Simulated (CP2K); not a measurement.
# SnSiNH7 (SMILES N[SiH2][SnH3]), run twice

Wanted: energy and gradient of SnSiNH7, PM3.

The calculation is run with CP2K 2026.2.

1 further run of the same task is left out (set aside as unsound or not needed).

**1. The system as given**

SnSiNH7: 10 atoms, total charge 0, spin state singlet. SMILES: `N[SiH2][SnH3]`. The shape comes from GFN2-xTB, which is rough for such elements, and wasn't checked as a minimum. This is one conformer, not always the lowest.

Bond lengths: N1–Si2 1.710 Å, Si2–Sn3 2.511 Å, N1–H4 1.007 Å, N1–H5 1.006 Å, Si2–H6 1.454 Å, Si2–H7 1.464 Å, Sn3–H8 1.679 Å, Sn3–H9 1.673 Å, Sn3–H10 1.673 Å. Some angles: N1–Si2–Sn3 105.1°, N1–Si2–H6 106.6°, N1–Si2–H7 117.0°, Sn3–Si2–H6 110.5°, Sn3–Si2–H7 107.6°, Si2–N1–H4 119.9°, Si2–N1–H5 119.0°, Si2–Sn3–H8 116.3°, Si2–Sn3–H9 117.9°, Si2–Sn3–H10 115.4°.

**2. First attempt**

Input file molecule.xyz:

```xyz
10

N     -1.541390     0.539180    -0.859500
Si     0.091620     0.908600    -0.513080
Sn     0.872840    -0.935090     1.002530
H     -1.799500    -0.399750    -1.117180
H      0.486880    -1.083110     2.497870
H      0.089360     2.180690     0.190830
H      1.014930     0.969240    -1.647710
H      0.734920    -2.498760     0.406140
H      0.136880    -1.083110     2.497870
H      2.492210    -0.884040     1.418100
```

Input file mol.inp:

```
&global
    project mol
    run_type ENERGY_FORCE
    print_level MEDIUM
&end global
&force_eval
    method QUICKSTEP
    &dft
        &qs
            method PM3
            eps_default 1.0E-10
            &se
                &coulomb
                    cutoff [angstrom] 50
                    rc_range [angstrom] 0
                &end coulomb
                &exchange
                    cutoff [angstrom] 50
                    rc_range [angstrom] 0
                &end exchange
            &end se
        &end qs
        &poisson
            periodic NONE
            poisson_solver ANALYTIC
        &end poisson
        &scf
            scf_guess ATOMIC
            eps_scf 1.0E-07
            max_scf 75
            added_mos 4
            &diagonalization
                algorithm STANDARD
            &end diagonalization
            &mixing
                method DIRECT_P_MIXING
                alpha 0.4
            &end mixing
        &end scf
        &print
            &moments
                periodic F
                reference COM
                max_moment 1
            &end moments
            &mo ON
                energies T
                occupation_numbers T
                ndigits 6
                &each
                    qs_scf 0
                &end each
                add_last NUMERIC
            &end mo
            &hirshfeld OFF
            &end hirshfeld
        &end print
    &end dft
    &subsys
        &cell
            abc 16.3 16.7 16.1
            periodic NONE
        &end cell
        &topology
            coord_file_name molecule.xyz
            coord_file_format XYZ
            &center_coordinates
            &end center_coordinates
        &end topology
    &end subsys
    &print
        &forces ON
        &end forces
    &end print
&end force_eval
```

Run with:

```
OMP_NUM_THREADS=1 cp2k.psmp -i mol.inp -o mol.out
```

What it wrote:

```text
CP2K| version string:                                       CP2K version 2026.2
[...]
 GLOBAL| Method name                                                        CP2K
[...]
 GLOBAL| Run type                                                   ENERGY_FORCE
[...]
                             - Atoms:                                         10
[...]
                             - Spherical basis functions:                     19
[...]
 *** WARNING in particle_methods.F:720 :: The distance between the atoms 5 ***
 *** and 9 is only 0.350 angstrom and thus smaller than the threshold of   ***
 *** 0.500 angstrom                                                        ***
[...]
 Number of electrons:                                                         20
[...]
     1 P_Mix/Diag. 0.40E+00    0.0     0.91445985       -11.2554259235 -1.13E+01
[...]
    45 DIIS/Diag.  0.50E-07    0.0     0.00000010       -15.2702360027 -3.91E-14
  *** SCF run converged in    45 steps ***
  Core-core repulsion energy [eV]:                            830.77421807886094
  Core Hamiltonian energy [eV]:                              -613.81008786216910
  Two-electron integral energy [eV]:                        -1264.97676733182811
  Electronic energy [eV]:                                   -1246.29847152808316
  Total energy [eV]:                                         -415.52425344922221
  Atomic reference energy [eV]:                               424.34977651545529
  Heat of formation [kcal/mol]:                               203.52141293536062
[...]
 SE_DIPOLE| Moment [Debye]         -1.52453581       2.11894747      -1.60010657
 SE_DIPOLE| Derivative [a.u.]       0.00000000       0.00000000       0.00000000
 ENERGY| Total FORCE_EVAL ( QS ) energy [hartree]            -15.270236002683355
 FORCES| Atomic forces [hartree/bohr]
 FORCES|   Atom     x               y               z               |f|
 FORCES|      1  2.25154755E-02 -2.46147203E-02  1.51625318E-02   3.66433277E-02
 FORCES|      2 -5.14337910E-02  1.89633146E-02 -2.70297035E-02   6.11199397E-02
 FORCES|      3  6.21832835E-02  1.38086360E-02 -1.67768967E-01   1.79454355E-01
 FORCES|      4 -1.20932146E-03  1.97921622E-02 -8.70240110E-03   2.16546514E-02
 FORCES|      5  4.82355887E-01 -1.28706090E-02  1.15893866E-01   4.96250181E-01
 FORCES|      6  5.62003450E-03  1.11472078E-02  7.35603106E-03   1.44898662E-02
 FORCES|      7  1.28121563E-02 -8.73671257E-03 -3.24147274E-04   1.55108532E-02
 FORCES|      8 -5.60658423E-04 -9.43319382E-03 -1.10211391E-03   9.51389188E-03
 FORCES|      9 -5.45948907E-01 -6.64356509E-03  6.54238663E-02   5.49895107E-01
 FORCES|     10  1.36658412E-02 -1.41251977E-03  1.09103764E-03   1.37819009E-02
 FORCES| Sum     1.11022302E-16  1.45716772E-16  6.93889390E-17
 FORCES| Total atomic force                                       1.95893221E-16
[...]
```

It took 0.32 s on 1 thread of Arm Neoverse V1, shared host.

**3. Diagnosis**

The run finished; that doesn't make the result usable.

What is wrong: two atoms lie on top of or far too near each other. As the program read them, the closest atoms are 0.35 Å apart, against 1.01 Å in the sound input.

**4. Try two**

molecule.xyz, as its differences from that of step 2:

```diff
@@ -6,3 +6,3 @@
 H     -1.799500    -0.399750    -1.117180
-H      0.486880    -1.083110     2.497870
+H     -2.091870     1.203050    -1.378000
 H      0.089360     2.180690     0.190830
```

Input file run.inp:

```
&GLOBAL
   PROJECT run
   RUN_TYPE ENERGY_FORCE
   PRINT_LEVEL MEDIUM
&END GLOBAL
&FORCE_EVAL
   METHOD QUICKSTEP
   &DFT
      CHARGE 0
      MULTIPLICITY 1
      # Quickstep
      &QS
         METHOD PM3
         EPS_DEFAULT 1.0E-10
         &SE
            &COULOMB
               CUTOFF [angstrom] 50
               RC_RANGE [angstrom] 0
            &END COULOMB
            &EXCHANGE
               CUTOFF [angstrom] 50
               RC_RANGE [angstrom] 0
            &END EXCHANGE
         &END SE
      &END QS
      # no periodic images
      &POISSON
         PERIODIC NONE
         POISSON_SOLVER ANALYTIC
      &END POISSON
      &SCF
         SCF_GUESS ATOMIC
         EPS_SCF 1.0E-07
         MAX_SCF 80
         ADDED_MOS 4
         &DIAGONALIZATION
            ALGORITHM STANDARD
         &END DIAGONALIZATION
         &MIXING
            METHOD DIRECT_P_MIXING
            ALPHA 0.4
         &END MIXING
      &END SCF
      &PRINT
         &MOMENTS
            PERIODIC F
            REFERENCE COM
            MAX_MOMENT 1
         &END MOMENTS
         &MO ON
            ENERGIES T
            OCCUPATION_NUMBERS T
            NDIGITS 6
            &EACH
               QS_SCF 0
            &END EACH
            ADD_LAST NUMERIC
         &END MO
         &HIRSHFELD OFF
         &END HIRSHFELD
      &END PRINT
   &END DFT
   &SUBSYS
      # vacuum box
      &CELL
         ABC [angstrom] 16.6 16.7 16.1
         PERIODIC NONE
      &END CELL
      &TOPOLOGY
         COORD_FILE_NAME molecule.xyz
         COORD_FILE_FORMAT XYZ
         &CENTER_COORDINATES
         &END CENTER_COORDINATES
      &END TOPOLOGY
   &END SUBSYS
   &PRINT
      &FORCES ON
      &END FORCES
   &END PRINT
&END FORCE_EVAL
```

Run with:

```
OMP_NUM_THREADS=1 cp2k.psmp -i run.inp > run.out 2>&1
```

What it wrote:

```text
CP2K| version string:                                       CP2K version 2026.2
[...]
 GLOBAL| Method name                                                        CP2K
[...]
 GLOBAL| Run type                                                   ENERGY_FORCE
[...]
                             - Atoms:                                         10
[...]
                             - Spherical basis functions:                     19
[...]
 Number of electrons:                                                         20
[...]
     1 P_Mix/Diag. 0.40E+00    0.0     0.87940256       -11.4521578085 -1.15E+01
[...]
    29 DIIS/Diag.  0.14E-06    0.0     0.00000006       -15.5632785730 -1.03E-13
  *** SCF run converged in    29 steps ***
  Core-core repulsion energy [eV]:                            835.71801978882411
  Core Hamiltonian energy [eV]:                              -617.96223989209750
  Two-electron integral energy [eV]:                        -1282.50825442428095
  Electronic energy [eV]:                                   -1259.21636710423809
  Total energy [eV]:                                         -423.49834731541387
  Atomic reference energy [eV]:                               424.34977651545529
  Heat of formation [kcal/mol]:                                19.63442534866281
[...]
 SE_DIPOLE| Moment [Debye]          0.80187104      -0.88998323       1.92874954
 SE_DIPOLE| Derivative [a.u.]       0.00000000       0.00000000       0.00000000
 ENERGY| Total FORCE_EVAL ( QS ) energy [hartree]            -15.563278572962982
 FORCES| Atomic forces [hartree/bohr]
 FORCES|   Atom     x               y               z               |f|
 FORCES|      1 -4.62195402E-02 -1.59309953E-02 -1.13653914E-02   5.01917785E-02
 FORCES|      2  1.80591543E-02  1.28356937E-02 -3.02251842E-03   2.23612098E-02
 FORCES|      3  5.80186502E-03 -7.26925285E-03  4.07283603E-03   1.01534067E-02
 FORCES|      4  2.78748356E-03  8.02444469E-03 -9.07210214E-04   8.54311463E-03
 FORCES|      5  4.14813287E-03 -3.18261006E-03  3.40181156E-03   6.23765460E-03
 FORCES|      6  4.57304803E-03  1.06407368E-02  8.54904323E-03   1.43952835E-02
 FORCES|      7  8.86106468E-03 -3.50117890E-03 -4.93653984E-03   1.07306172E-02
 FORCES|      8 -2.62476334E-03 -7.67811123E-03 -6.98213810E-03   1.07048133E-02
 FORCES|      9 -7.94689098E-03  2.50642741E-03  9.85395387E-03   1.29048697E-02
 FORCES|     10  1.25604461E-02  3.55484574E-03  1.33615323E-03   1.31220060E-02
 FORCES| Sum    -3.26128013E-16 -9.02056208E-17  2.77555756E-16
 FORCES| Total atomic force                                       4.37645671E-16
[...]
```

It took 0.3 s on 1 thread of Arm Neoverse V1, shared host.

**5. Results**

Level: PM3.

```
                                 quantity          value
                             total energy   -15.56328 Eh
                            dipole moment         2.27 D
                              HOMO energy       -8.90 eV
                              LUMO energy       -1.41 eV
                            HOMO–LUMO gap        7.50 eV
heat of formation at this unrelaxed shape  19.6 kcal/mol
                 largest force on an atom     2.581 eV/Å
```

In words: The first attempt's energy was +7.974 eV off this one. The largest force is 2.58 eV/Å: the shape isn't a stationary point for this species at this level.
